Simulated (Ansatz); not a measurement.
# C2H7BClGa: a ladder of functionals and wavefunction methods

Aim: compute C2H7BClGa with functionals from several rungs and with coupled cluster, and see how far each lands from CCSD(T) at the basis-set limit for the atomisation energy.

Method: functionals in def2-TZVPP, the program's frozen cores in correlated methods; program: Ansatz 0.2.0, Gaussian basis.

Levels to be run: LDA (SPW92), PBE-D4, revPBE-D4, BLYP-D4, r2SCAN-D4, B97M-V, PBE0-D4, B3LYP-D4, r2SCANh-D4, r2SCAN0-D4, HSE06-D4, BHLYP-D4, CAM-B3LYP-D4, LC-ωPBE, ωB97X-V, ωB97M-V, B2PLYP, PBE-QIDH; CCSD(T)/def2-SVP; CCSD(T)/def2-TZVPP; MP2/def2-QZVPP; extrapolation to the limit; RPA on PBE.

### 1 The relaxed structure

All runs share one geometry, relaxed beforehand with PBE0-D4 in a triple-zeta def2 set.

SMILES `[BH2][GaH][CH2]CCl`, 12 atoms, charge 0, spin multiplicity 1.

Atoms are counted from 1 here; the program's logs count them from 0.

Bond lengths: B1–Ga2 2.074 Å, B1–H6 1.200 Å, B1–H7 1.198 Å, Ga2–C3 2.016 Å, Ga2–H8 1.577 Å, C3–C4 1.505 Å, C3–H9 1.093 Å, C3–H10 1.091 Å, C4–Cl5 1.827 Å, C4–H11 1.090 Å, C4–H12 1.089 Å. Angles: Ga2–B1–H6 121.5°, Ga2–B1–H7 122.9°, H6–B1–H7 115.5°, B1–Ga2–C3 121.5°, B1–Ga2–H8 122.5°, C3–Ga2–H8 115.6°, Ga2–C3–C4 104.3°, Ga2–C3–H9 113.6°, Ga2–C3–H10 109.4°, C4–C3–H9 110.1°, C4–C3–H10 111.0°, H9–C3–H10 108.4°, C3–C4–Cl5 108.9°, C3–C4–H11 115.7°, C3–C4–H12 112.8°, Cl5–C4–H11 104.7°, Cl5–C4–H12 104.5°, H11–C4–H12 109.3°.

### 2 LDA

This LDA is Slater exchange with PW92 correlation.

in.yaml

```yaml
crystal:
  periodic: [false, false, false]
  atoms:
    - {symbol: B, position_ang: [-1.990803, 1.379009, 0.012530]}
    - {symbol: Ga, position_ang: [-0.019350, 1.072126, -0.553386]}
    - {symbol: C, position_ang: [1.200059, -0.145524, 0.492241]}
    - {symbol: C, position_ang: [0.693407, -1.530252, 0.189221]}
    - {symbol: Cl, position_ang: [0.015124, -1.555461, -1.507468]}
    - {symbol: H, position_ang: [-2.292723, 2.236197, 0.796341]}
    - {symbol: H, position_ang: [-2.899999, 0.724847, -0.413323]}
    - {symbol: H, position_ang: [0.667004, 1.890073, -1.713766]}
    - {symbol: H, position_ang: [1.179532, 0.033977, 1.569939]}
    - {symbol: H, position_ang: [2.225438, -0.019294, 0.141273]}
    - {symbol: H, position_ang: [1.443529, -2.320662, 0.198990]}
    - {symbol: H, position_ang: [-0.144218, -1.820335, 0.821509]}
basis:
  gaussian: {orbitals: def2-TZVPP}
hamiltonian: {xc: lda}
output: {orbitals: {seedname: orbitals}}
```

Command:

```sh
ansatz run in.yaml --threads 4 --pin off --events-out ev --progress --plain --max-ram 10444MiB
```

Further steps of the session: PBE-D4 (GGA); revPBE-D4 (GGA); BLYP-D4 (GGA); r2SCAN-D4 (meta-GGA); B97M-V (meta-GGA); B3LYP-D4 (hybrid); r2SCANh-D4 (hybrid); r2SCAN0-D4 (hybrid); HSE06-D4 (hybrid); BHLYP-D4 (hybrid); CAM-B3LYP-D4 (range-separated); LC-ωPBE (range-separated); ωB97X-V (range-separated); ωB97M-V (range-separated); B2PLYP (double hybrid); PBE-QIDH (double hybrid); CCSD(T) in def2-SVP; CCSD(T) in def2-TZVPP; MP2 in def2-QZVPP; RPA on PBE orbitals.

Q: Predict the results of all the runs planned. Wanted: atomisation energy, CCSD(T)/CBS; farthest beyond LDA; mean size of error, GGA; mean size of error, meta-GGA; mean size of error, hybrid; mean size of error, range-separated; mean size of error, double hybrid; gap, smallest and largest; T1 diagnostic.

As calculated:

```
                               quantity                                                                                                                                 value
        atomisation energy, CCSD(T)/CBS                                                                                                                         3941.2 kJ/mol
 functionals within 39.4 kJ/mol (1.0 %)  revPBE-D4, r2SCAN-D4, B97M-V, PBE0-D4, B3LYP-D4, r2SCANh-D4, r2SCAN0-D4, HSE06-D4, CAM-B3LYP-D4, LC-ωPBE, ωB97X-V, ωB97M-V, PBE-QIDH
                    farthest beyond LDA                                                                                                               BHLYP-D4 (-84.1 kJ/mol)
                mean size of error, GGA                                                                                                                           43.7 kJ/mol
           mean size of error, meta-GGA                                                                                                                           24.7 kJ/mol
             mean size of error, hybrid                                                                                                                           27.0 kJ/mol
    mean size of error, range-separated                                                                                                                            8.1 kJ/mol
      mean size of error, double hybrid                                                                                                                           28.0 kJ/mol
              gap, smallest and largest                                                                                              2.76 eV (LDA (SPW92)), 9.99 eV (LC-ωPBE)
                          T1 diagnostic                                                                                                                                0.0121
triples share of the correlation energy                                                                                                                                 4.0 %
```

In words: LDA overbinds by 536.2 kJ/mol (14 %). PBE-D4 is off by +55.9 kJ/mol. Double hybrids carry the basis error of their MP2 part in triple zeta, and no dispersion term here, so their miss is partly the set-up's. The rungs range-separated, meta-GGA, hybrid, double hybrid miss on average by less than the doubt on the reference (39.4 kJ/mol), so they tie. Misses under about 39.4 kJ/mol are within the doubt on the reference itself, which lacks core-valence correlation, relativity and higher excitations, and its outer-core shells are covered unevenly. Hartree-Fock recovers 75 % of the binding; the rest is correlation. CCSD(T) in def2-SVP is off by -186.1 kJ/mol, worse than the median functional, from the basis alone. Orbital gaps span 2.8 to 10.0 eV; exact exchange widens them. Correlated methods include outer-core shells of Ga, which these sets cover unevenly.
